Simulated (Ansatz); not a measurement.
**SO2 (sulfur dioxide): MP2/STO-3G**

Aim: the electronic atomisation energy of SO2 (sulfur dioxide) at MP2/STO-3G, from 3 runs. 

Program for the calculation: Ansatz 0.2.0.

47 further runs of the same task are left out: 20 that didn't finish, 27 set aside as unsound or not needed.

**1. Starting point**

SO2 has 3 atoms, charge 0, and is taken as a singlet. As SMILES, `O=S=O`. Geometry: relaxed at GFN2-xTB.

Bond lengths: O1–S2 1.434 Å, S2–O3 1.434 Å. Angles: O1–S2–O3 116.4°.

**2. A single-point energy at MP2/STO-3G**

Input file input.yaml:

```yaml
basis:
  gaussian:
    orbitals: STO-3G
crystal:
  periodic: [false, false, false]
  atoms:
    - {symbol: O, position_ang: [-0.970250, 0.629650, -0.459050]}
    - {symbol: S, position_ang: [0.280030, 0.371410, 0.194090]}
    - {symbol: O, position_ang: [0.690220, -1.001060, 0.264960]}
correlation:
  method: mp2
  frozen_orbitals: {O: 1, S: 5}
accuracy: high
```

Run with:

```bash
ansatz run input.yaml --threads 1 --pin off --max-ram 2610MiB --events-out events.jsonl --progress --plain --runs-dir runs
```

Output:

```text
Warning: RAYON_NUM_THREADS=1 ignored (pool sized by the plan → 1); use --threads N
Functional definition: HF
  name "HF"
  exchange = exact_x
  correlation = 0
336 factors; integrals over basis functions are off by at most 2.4e-8 eV
mean field evaluation 1: about -14706.1849 eV, gradient 3.4e1 eV
mean field evaluation 2: about -14706.2650 eV, gradient 3.4e1 eV
mean field evaluation 4: about -14710.6644 eV, gradient 1.4e0 eV
mean field evaluation 8: about -14710.6743 eV, gradient 4.6e-6 eV
mean field -14710.67433737 eV, -540.6073106452 hartree, gradient 1.7e-8 eV, S^2 0.000000; 0 other end points of the search recorded, 0 dependent functions left out; unrestricted orbitals would lower it
mean field evaluation 16: about -14711.1613 eV, gradient 2.0e1 eV
unrestricted determinant -14712.75831852 eV, -540.6838955398 hartree, S^2 0.8775
7 core orbitals not correlated: weight in the atoms' cores, before any rotation towards them, 1.000 or more for the frozen orbitals, at most 0.000 for the correlated occupied ones
reference -14710.67433737 eV, -540.6073106452 hartree; 9, 9 occupied and 3, 3 virtual orbitals, 336 factors
second order -5.23839924 eV of doubles, -0.00000000 eV of singles
Total energy: -14715.91273661 eV, -540.7998182665 hartree
```

Wall time 0.24 s (1 thread of AMD EPYC 7R43 (Zen 3), shared host).

**3. The O atom**

Input file run.yaml:

```yaml
crystal:
  periodic: [false, false, false]
  atoms:
    - {symbol: O, position_ang: [0.000000, 0.000000, 0.000000]}
basis:
  gaussian: {orbitals: STO-3G}
magnetization: {spin_polarized: true, initial_magnetization: 2}
correlation: {method: mp2, frozen_orbitals: {O: 1}}
accuracy: high
```

Run the same way, it converges to -73.80415 Eh (log not shown).

**4. The S atom**

Input file job.yaml:

```yaml
basis:
  gaussian:
    orbitals: STO-3G
crystal:
  periodic: [false, false, false]
  atoms:
    - {symbol: S, position_ang: [0.000000, 0.000000, 0.000000]}
magnetization:
  spin_polarized: true
  initial_magnetization: 2
correlation:
  method: mp2
  frozen_orbitals: {S: 5}
accuracy: high
```

Run the same way, it converges to -393.13022 Eh (log not shown).

**5. What came out**

At MP2/STO-3G, 7 core orbitals frozen:

| quantity | value |
| --- | --- |
| molecule: total energy | -540.79982 Eh |
| molecule: correlation energy (7 core orbitals frozen) | -192.5 mEh |
| O atom: total energy | -73.80415 Eh |
| O atom: correlation energy (1 core orbital frozen) | 0.0 mEh |
| O atom: ⟨S²⟩ of the reference determinant | 2.000 |
| S atom: total energy | -393.13022 Eh |
| S atom: correlation energy (5 core orbitals frozen) | 0.0 mEh |
| S atom: ⟨S²⟩ of the reference determinant | 2.000 |
| electronic atomisation energy | 1.668 eV |

**Reading.** Taking the molecule apart into free atoms costs 1.67 eV (38 kcal/mol), before zero-point energy and without spin-orbit coupling. In a minimal basis such a difference can be off by several eV, whatever the method. The restricted solution (molecule) is unstable to spin breaking: an unrestricted one lies lower.
